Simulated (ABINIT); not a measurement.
The system is LuBr.

```xyz
4
Lattice="3.6069 0.0000 0.0000 -1.8034 3.1236 0.0000 0.0000 0.0000 9.8717" Properties=species:S:1:pos:R:3 pbc="T T T"
Lu    1.8034    1.0412    8.2033
Lu    0.0000    2.0824    3.2675
Br    1.8034    1.0412    5.3703
Br    0.0000    2.0824    0.4345
```

The cell comes from a database or a generator and needn't be the stable form of this composition.

```yaml
Program: ABINIT 10.8.3 (patched build)
Task: single point
Functional: PBE
Potentials_or_basis: JTH PAW PBE v2.0
Cutoff: 626 eV
k_mesh: 9 × 9 × 3
Occupations: fermi-dirac, width 0.05 eV
Spin: no spin polarisation
```

On this cell: pressure 0.0 GPa; largest force 0.012 eV/Å; band gap on the k mesh none (metal or under the smearing width).

The same run follows on a disturbed copy (atoms moved at random, drawn with an rms of 0.05 Å):

```
CELL_PARAMETERS angstrom
3.60687 0.00000 0.00000
-1.80344 3.12364 0.00000
0.00000 0.00000 9.87175
ATOMIC_POSITIONS crystal
Lu 0.67129 0.32413 0.83465
Lu 0.33588 0.65179 0.32945
Br 0.65209 0.33498 0.54754
Br 0.32965 0.64872 0.04629
```

Question: What does the disturbed cell give?

Answer: The energy (extrapolated to zero smearing) moves by +4.0 meV/atom; pressure 0.1 GPa; largest force 0.331 eV/Å; band gap on the k mesh none (metal or under the smearing width).

Forces in eV/Å, atoms in the order of the input:
```
Lu  -0.049 -0.023 -0.127
Lu  -0.112  0.058  0.305
Br   0.126 -0.066 -0.122
Br   0.035  0.030 -0.056
```

Stress tensor (GPa, compression positive):
```
-0.25 -0.04  0.27
-0.04 -0.34 -0.05
 0.27 -0.05  0.78
```
